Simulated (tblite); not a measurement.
# BrH9NSi4: the cost of one run

Computed with tblite 0.8.0 and PySCF 2.14.0, with density-fitted response routines of our own, on a single molecule in the gas phase. Atoms count from 0, in the outputs and in this text.

### 1 Starting geometry

15 atoms, charge 0, multiplicity 2; geometry from: force field or distance geometry start.

Bonds of the start (Å): N0–Si1 1.78, Si1–Si2 2.24, Si1–Si3 2.24, Si3–Si4 2.24, Si4–Br5 2.26, N0–H6 1.03, N0–H7 1.04, Si1–H8 1.47, Si2–H9 1.48, Si2–H10 1.45, Si3–H11 1.48, Si3–H12 1.46, Si4–H13 1.45, Si4–H14 1.48.

### 2 Relaxing the molecule with GFN2-xTB

Job settings and geometry (Å):

```
{"job": {"kind": "relax", "xc": "GFN2-xTB", "basis": "xTB"}, "charge": 0, "multiplicity": 2}
N      0.937700     1.182200    -0.910900
Si     0.835300     0.173000     0.555500
Si     2.619800    -1.160300     0.781200
Si    -1.006600    -1.074700     0.286800
Si    -2.544400     0.353400    -0.485000
Br    -2.600400     2.072800     0.980500
H      1.493900     0.729100    -1.646500
H      1.205600     2.165500    -0.692100
H      0.651800     1.035500     1.726000
H      2.663400    -1.993500    -0.435600
H      3.803400    -0.316600     0.779600
H     -1.428500    -1.609500     1.606000
H     -0.786800    -2.160000    -0.664200
H     -3.848000    -0.265000    -0.660600
H     -2.000500     0.876000    -1.759600
```

Command:

```
$ OMP_NUM_THREADS=1 python probes_run.py task.json out
```

One launch serves the whole session: the jobs run in the order shown.

**Question.** How long does this first job take on 1 thread of Arm Neoverse V2, shared host, and how much memory does it need?

About 1.4 s, with a peak of 0.18 GiB.
